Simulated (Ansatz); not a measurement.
# A workflow on Al2Cl2 (SMILES [Al][Cl].[Al][Cl]), part 1 of 2

Aim: a series of 120 runs (CCSD(T)/6-311+G**, PBE-D3(BJ)-ATM/6-311+G**, B3LYP-D4/6-311+G**, PBE-D4/6-311+G**, revPBE0-D3(BJ)/6-311+G**, SVWN5/6-311+G**, MP2/6-311+G**, B97M-V/6-311+G**, and more) of Al2Cl2 and its partners. 

The calculation is run with Ansatz 0.2.0.

### 1 The molecule

Al2Cl2: 4 atoms, total charge 0, spin state singlet. As SMILES, `[Al][Cl].[Al][Cl]`. Geometry: a GFN2-xTB relaxation, a rough one for these elements and not checked as a minimum.

Bond lengths: Al1–Cl2 2.044 Å, Al1–Al3 2.649 Å, Al3–Cl4 2.045 Å. Angles: Cl2–Al1–Al3 113.0°, Al1–Al3–Cl4 111.0°.

### 2 A single-point energy at CCSD(T)/6-311+G(d,p) (Cartesian d past Ne) (run 1)

job.yaml reads:

```yaml
crystal:
  periodic: [false, false, false]
  atoms:
    - {symbol: Al, position_ang: [0.557450, -1.227770, 0.170220]}
    - {symbol: Cl, position_ang: [0.881280, -1.444060, 2.176290]}
    - {symbol: Al, position_ang: [-1.084850, 0.769990, -0.404370]}
    - {symbol: Cl, position_ang: [-0.353880, 1.901840, -1.942150]}
basis:
  gaussian:
    orbitals: 6-311+G_st__st_.json
correlation:
  method: ccsd_t
  frozen_orbitals: {Al: 5, Cl: 5}
scf:
  omitted_lower_state_checks: [cluster_reference, increment]
```

The basis set 6-311+G** is read from a file made from the Basis Set Exchange's data (not shown).

On the command line:

```console
$ ansatz run job.yaml --threads 1 --pin off --max-ram 2610MiB --events-out events.jsonl --progress --plain --runs-dir runs
```

Output:

```text
Warning: RAYON_NUM_THREADS=1 ignored (pool sized by the plan → 1); use --threads N
Functional definition: HF
  name "HF"
  exchange = exact_x
  correlation = 0
these checks for a lower state are left out or cut short: cluster_reference, increment
964 factors; integrals over basis functions are off by at most 7.8e-4 eV
mean field evaluation 1: about -38175.2727 eV, gradient 1.7e1 eV
mean field evaluation 2: about -38175.2840 eV, gradient 1.7e1 eV
mean field evaluation 4: about -38176.4449 eV, gradient 1.6e0 eV
mean field evaluation 8: about -38176.4756 eV, gradient 1.6e-1 eV
mean field -38176.47607605 eV, -1402.9596188499 hartree, gradient 3.6e-6 eV, S^2 0.000000; 0 other end points of the search recorded, 0 dependent functions left out; unrestricted orbitals would lower it
20 core orbitals not correlated: weight in the atoms' cores, before any rotation towards them, 1.000 or more for the frozen orbitals, at most 0.000 for the correlated occupied ones
reference -38176.47607605 eV, -1402.9596188499 hartree; 10, 10 occupied and 94, 94 virtual orbitals, 964 factors
second order -10.24674316 eV of doubles, -0.00000000 eV of singles
cycle   1  -11.04166864 eV  change   -7.9e-1 eV  update   9.9e-2
cycle   2  -11.39609155 eV  change   -3.5e-1 eV  update   4.0e-2
cycle   3  -11.45554033 eV  change   -5.9e-2 eV  update   1.8e-2
cycle   4  -11.44720967 eV  change    8.3e-3 eV  update   6.5e-3
cycle   5  -11.44670188 eV  change    5.1e-4 eV  update   2.5e-3
cycle   6  -11.44693443 eV  change   -2.3e-4 eV  update   1.2e-3
cycle   7  -11.44686604 eV  change    6.8e-5 eV  update   4.7e-4
cycle   8  -11.44698151 eV  change   -1.2e-4 eV  update   1.7e-4
cycle   9  -11.44700671 eV  change   -2.5e-5 eV  update   6.6e-5
cycle  10  -11.44697185 eV  change    3.5e-5 eV  update   2.7e-5
cycle  11  -11.44697578 eV  change   -3.9e-6 eV  update   1.2e-5
perturbative correction -0.37833112 eV, -0.0139034123 hartree
Total energy: -38188.30138295 eV, -1403.3941908630 hartree
Checks for a lower state left out: cluster_reference, increment
```

Run time: 21 s. Hardware: 1 thread of Intel Xeon at 2.50GHz (Skylake/Cascade Lake), shared host; peak memory 0.5 GiB.

### 3 AlCl: the energy at CCSD(T)/6-311+G(d,p) (Cartesian d past Ne) (run 2)

in.yaml reads:

```yaml
crystal:
  periodic: [false, false, false]
  atoms:
    - symbol: Al
      position_ang: [0.557450, -1.227770, 0.170220]
    - symbol: Cl
      position_ang: [0.881280, -1.444060, 2.176290]
basis:
  gaussian:
    orbitals: 6-311+G_st__st_.json
correlation:
  method: ccsd_t
  frozen_orbitals: {Al: 5, Cl: 5}
scf:
  omitted_lower_state_checks: [cluster_reference, increment]
```

The basis set 6-311+G** is read from a file made from the Basis Set Exchange's data (not shown).

On the command line:

```console
$ ansatz run in.yaml --threads 1 --pin off --max-ram 2610MiB --events-out events.jsonl --progress --plain --runs-dir runs
```

Output:

```text
Warning: RAYON_NUM_THREADS=1 ignored (pool sized by the plan → 1); use --threads N
[... 4 set-up lines as earlier in the session ...]
these checks for a lower state are left out or cut short: cluster_reference, increment
482 factors; integrals over basis functions are off by at most 8.6e-4 eV
mean field evaluation 1: about -19087.8456 eV, gradient 1.3e1 eV
mean field evaluation 2: about -19087.8463 eV, gradient 1.3e1 eV
mean field evaluation 4: about -19088.4642 eV, gradient 9.9e-1 eV
mean field evaluation 8: about -19088.4726 eV, gradient 5.9e-4 eV
mean field -19088.47258043 eV, -701.4884286995 hartree, gradient 1.6e-6 eV, S^2 0.000000; 0 other end points of the search recorded, 0 dependent functions left out
10 core orbitals not correlated: weight in the atoms' cores, before any rotation towards them, 1.000 or more for the frozen orbitals, at most 0.000 for the correlated occupied ones
reference -19088.47258043 eV, -701.4884286995 hartree; 5, 5 occupied and 47, 47 virtual orbitals, 482 factors
second order -4.95343969 eV of doubles, -0.00000000 eV of singles
cycle   1  -5.38133938 eV  change   -4.3e-1 eV  update   6.9e-2
cycle   2  -5.58048871 eV  change   -2.0e-1 eV  update   2.7e-2
cycle   3  -5.60393812 eV  change   -2.3e-2 eV  update   9.5e-3
cycle   4  -5.60027779 eV  change    3.7e-3 eV  update   2.5e-3
cycle   5  -5.60004759 eV  change    2.3e-4 eV  update   6.4e-4
cycle   6  -5.60000101 eV  change    4.7e-5 eV  update   1.8e-4
cycle   7  -5.59998443 eV  change    1.7e-5 eV  update   4.4e-5
cycle   8  -5.59999801 eV  change   -1.4e-5 eV  update   1.4e-5
cycle   9  -5.60000055 eV  change   -2.5e-6 eV  update   4.8e-6
perturbative correction -0.14935211 eV, -0.0054885887 hartree
Total energy: -19094.22193309 eV, -701.6997135127 hartree
Checks for a lower state left out: cluster_reference, increment
```

It took 2 s on 1 thread of Intel Xeon at 2.50GHz (Skylake/Cascade Lake), shared host; peak memory 0.12 GiB.

Runs 3 to 67 aren't shown in full; the table further down has their settings and results.

### 4 AlCl: the energy at LC-wPBE/6-311+G(d,p) (Cartesian d past Ne) (run 68)

input.yaml reads:

```yaml
crystal:
  periodic: [false, false, false]
  atoms:
    - symbol: Al
      position_ang: [-1.084850, 0.769990, -0.404370]
    - symbol: Cl
      position_ang: [-0.353880, 1.901840, -1.942150]
basis:
  gaussian:
    orbitals: 6-311+G_st__st_.json
hamiltonian:
  xc: {name: LC-wPBE}
```

The basis set 6-311+G** is read from a file made from the Basis Set Exchange's data (not shown).

On the command line:

```console
$ ansatz run input.yaml --threads 1 --pin off --max-ram 2610MiB --events-out events.jsonl --progress --plain --runs-dir runs
```

Output:

```text
Warning: RAYON_NUM_THREADS=1 ignored (pool sized by the plan → 1); use --threads N
Functional definition: LC-wPBE
  name "LC-wPBE"
  parameter omega = 0.4/bohr
  exchange = pbe_x_sr(omega) + exact_x_lr(omega)
  correlation = pbe_c
531 factors; their error is unknown
193 factors; integrals over basis functions are off by at most 2.8e-5 eV
mean field evaluation 1: about -19114.4796 eV, gradient 1.5e1 eV
mean field evaluation 2: about -19115.0034 eV, gradient 1.2e1 eV
mean field evaluation 4: about -19115.2560 eV, gradient 3.0e-1 eV
mean field evaluation 8: about -19115.2557 eV, gradient 4.0e-2 eV
mean field evaluation 16: about -19115.2557 eV, gradient 1.4e-5 eV
mean field -19115.25571628 eV, -702.4726907876 hartree, gradient 1.4e-5 eV, S^2 0.000000; 0 other end points of the search recorded, 0 dependent functions left out
reference -19115.25571629 eV, -702.4726907878 hartree; 15, 15 occupied and 47, 47 virtual orbitals, 531 factors
Total energy: -19115.25571629 eV, -702.4726907878 hartree
```

Wall time 2.1 s (1 thread of Intel Xeon at 2.50GHz (Skylake/Cascade Lake), shared host); peak memory 0.1 GiB.

Runs 69 to 119 aren't shown in full; the table further down has their settings and results.

### 5 AlCl among ghost functions: a single-point energy at wB97X/6-311+G(d,p) (Cartesian d past Ne, with ghost functions) (run 120)

run.yaml reads:

```yaml
crystal:
  periodic: [false, false, false]
  atoms:
    - {symbol: Al, position_ang: [-1.084850, 0.769990, -0.404370]}
    - {symbol: Cl, position_ang: [-0.353880, 1.901840, -1.942150]}
basis:
  gaussian:
    orbitals: 6-311+G_st__st_.json
    ghost_atoms: [{symbol: Al, position_ang: [0.557450, -1.227770, 0.170220]}, {symbol: Cl, position_ang: [0.881280, -1.444060, 2.176290]}]
hamiltonian:
  xc: {name: wB97X}
```

The basis set 6-311+G** is read from a file made from the Basis Set Exchange's data (not shown).

On the command line:

```console
$ ansatz run run.yaml --threads 1 --pin off --max-ram 2610MiB --events-out events.jsonl --progress --plain --runs-dir runs
```

Output:

```text
Warning: RAYON_NUM_THREADS=1 ignored (pool sized by the plan → 1); use --threads N
Functional definition: wB97X
  name "wB97X"
  parameter omega = 0.3/bohr
  parameter cx = 0.157706
  parameter cx1 = 0.726479
  parameter cx2 = 1.04760
  parameter cx3 = -5.70635
  parameter cx4 = 13.2794
  parameter css1 = -4.33879
  parameter css2 = 18.2308
  parameter css3 = -31.7430
  parameter css4 = 17.2901
  parameter cos1 = 2.37031
  parameter cos2 = -11.3995
  parameter cos3 = 6.58405
  parameter cos4 = -3.78132
  exchange = spin_sum(e_x_unif_sr(omega)*poly(b97_u_x, 1 - cx, cx1, cx2, cx3, cx4)) + cx*exact_x_sr(omega)
      + exact_x_lr(omega)
  correlation = spin_sum(e_c_pw_same_spin*poly(b97_u_same, 1, css1, css2, css3, css4))
      + integral(e_c_pw_opposite_spin*poly(b97_u_opposite, 1, cos1, cos2, cos3, cos4))
908 factors; their error is unknown
231 factors; integrals over basis functions are off by at most 3.4e-5 eV
mean field evaluation 1: about -19120.1716 eV, gradient 1.6e1 eV
mean field evaluation 2: about -19120.6747 eV, gradient 1.2e1 eV
mean field evaluation 4: about -19120.9674 eV, gradient 2.8e-1 eV
mean field evaluation 8: about -19120.9804 eV, gradient 6.0e-2 eV
mean field -19120.98041739 eV, -702.6830696730 hartree, gradient 1.2e-5 eV, S^2 0.000000; 0 other end points of the search recorded, 0 dependent functions left out
reference -19120.98036239 eV, -702.6830676520 hartree; 15, 15 occupied and 109, 109 virtual orbitals, 908 factors
Total energy: -19120.98036239 eV, -702.6830676520 hartree
```

Run time: 8.4 s. Hardware: 1 thread of Intel Xeon at 2.50GHz (Skylake/Cascade Lake), shared host; peak memory 0.28 GiB.

(Continued in part 2 of 2.)
